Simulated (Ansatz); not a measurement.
## C₂H₅NSi, SMILES CC1=N[SiH2]1: a rigid scan of one bond length, step by step

With Ansatz 0.2.0, Python API.

The cells in order, each with its output:

```python
import ansatz
import numpy as np
```

```python
config = {
    'basis_set': 'cc-pVDZ',
    'xc': 'pbe0',
}
```

```python
geometry_ang = [
    ('C', (0.0328, 1.0562, -0.9476)),
    ('C', (0.1974, 0.0109, -0.0368)),
    ('N', (1.1824, -0.6738, 0.2815)),
    ('Si', (-0.3307, -1.1305, 1.0791)),
    ('H', (-0.1757, 0.6947, -1.982)),
    ('H', (-0.8954, 1.6934, -0.6632)),
    ('H', (0.8845, 1.7604, -0.9743)),
    ('H', (-0.6171, -2.5221, 0.6442)),
    ('H', (-0.1898, -0.9356, 2.5821)),
]
mol = ansatz.Crystal.molecule()
for symbol, xyz in geometry_ang:
    mol = mol.atom(symbol, xyz)
```

```python
symbols = [site.symbol for site in mol.cartesian_sites]
start = np.array([site.position_ang for site in mol.cartesian_sites])
axis = (start[4] - start[0]) / np.linalg.norm(start[4] - start[0])
moving = [4]
lengths, energies = [0.982, 1.026, 1.071, 1.115, 1.16, 1.205, 1.249, 1.316], []
for length in lengths:
    xyz = start.copy()
    xyz[moving] += (length - np.linalg.norm(start[4] - start[0])) * axis
    point = ansatz.Crystal.molecule()
    for symbol, place in zip(symbols, xyz):
        point = point.atom(symbol, place.tolist())
    calculation = point.calculation()
    calculation = calculation.basis(gaussian=config['basis_set'])
    calculation = calculation.functional(config['xc'])
    report = calculation.run(threads=1).report
    energies.append(report['free_energy_ev'])
    print(f'r = {length:6.3f} A  E = {energies[-1]:.5f} eV  <S^2> = {abs(report["mean_field"]["state"]["spin_squared"]):.3f}')

# quartic fit about the minimum
fit = np.polynomial.Polynomial.fit(lengths, np.array(energies) - min(energies), 4).convert()
roots = [r.real for r in fit.deriv().roots() if abs(r.imag) < 1e-9 and fit.deriv(2)(r.real) > 0]
r_e = min(roots, key=lambda r: abs(r - lengths[int(np.argmin(energies))]))
print(f'minimum of the fit at {r_e:.4f} A, force constant {fit.deriv(2)(r_e):.2f} eV/A^2')
```

    r =  0.982 A  E = -11512.90725 eV  <S^2> = 0.000
    r =  1.026 A  E = -11513.09975 eV  <S^2> = 0.000
    r =  1.071 A  E = -11513.19390 eV  <S^2> = 0.000
    r =  1.115 A  E = -11513.20764 eV  <S^2> = 0.000
    r =  1.160 A  E = -11513.15975 eV  <S^2> = 0.000
    r =  1.205 A  E = -11513.06381 eV  <S^2> = 0.000
    r =  1.249 A  E = -11512.93477 eV  <S^2> = 0.000
    r =  1.316 A  E = -11512.69051 eV  <S^2> = 0.000
    minimum of the fit at 1.1016 A, force constant 33.59 eV/A^2

Notes:
- The settings weren't tested for convergence.
- The rest of the molecule is held rigid at a force-field or estimated start geometry, and the basis set is modest; single-reference methods fail as a bond breaks.
- The orbitals are restricted, so S² is zero by construction.
- Hardware and time: 7 s on 1 thread of AMD EPYC 9R45 96-Core Processor (Zen 5), with other jobs on the host, peak memory 0.23 GiB.

(Lines on the test bed's own set-up are left out of the output.)
